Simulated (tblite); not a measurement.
# CH14ClNSi5: the cost of one run

The runs use tblite 0.8.0 and PySCF 2.14.0, with density-fitted response routines of our own; the level of theory stands in each step. All values are computed, except where a source is named. Atoms count from 0, in the outputs and in this text.

**1. The starting structure**

22 atoms, charge 0, multiplicity 1; geometry from: force field or distance geometry start.

Bonds of the start (Å): Si0–N1 1.73, N1–Si2 1.72, N1–C3 1.48, C3–Si4 1.88, Si4–Si5 2.28, Si5–Si6 2.29, Si5–Cl7 2.06, Si0–H8 1.48, Si0–H9 1.47, Si0–H10 1.48, Si2–H11 1.48, Si2–H12 1.47, Si2–H13 1.49, C3–H14 1.10, C3–H15 1.08, Si4–H16 1.48, Si4–H17 1.50, Si5–H18 1.49, Si6–H19 1.50, Si6–H20 1.49, Si6–H21 1.49.

**2. Geometry optimisation with GFN2-xTB**

What the job is given:

```
{"job": {"kind": "relax", "xc": "GFN2-xTB", "basis": "xTB"}, "charge": 0, "multiplicity": 1}
Si    -2.246300    -0.253200     1.083300
N     -1.114500     0.469300    -0.004500
Si    -1.303800     2.158700     0.260000
C     -0.834500    -0.063700    -1.358400
Si     0.343900    -1.534300    -1.365700
Si     2.452500    -0.861500    -0.800800
Si     2.441400    -0.273700     1.409000
Cl     3.090500     0.695700    -1.982200
H     -3.623400     0.069100     0.632700
H     -2.072800    -1.716100     1.013100
H     -2.001800     0.172600     2.478700
H     -1.167700     2.512800     1.689800
H     -0.236500     2.823400    -0.497800
H     -2.615900     2.583300    -0.301900
H     -1.773800    -0.333100    -1.853700
H     -0.370700     0.698600    -1.969400
H     -0.123100    -2.623900    -0.474700
H      0.366800    -2.105600    -2.750300
H      3.423400    -1.970400    -1.027600
H      3.835400    -0.089400     1.918400
H      1.708800     1.002500     1.662000
H      1.811800    -1.341700     2.239000
```

Started as:

```sh
OMP_NUM_THREADS=1 python probes_run.py task.json out
```

One launch serves the whole session: the jobs run in the order shown.

**Question.** How long does this first job take on 1 thread of AMD EPYC 9R45, shared host?

About 2 s.
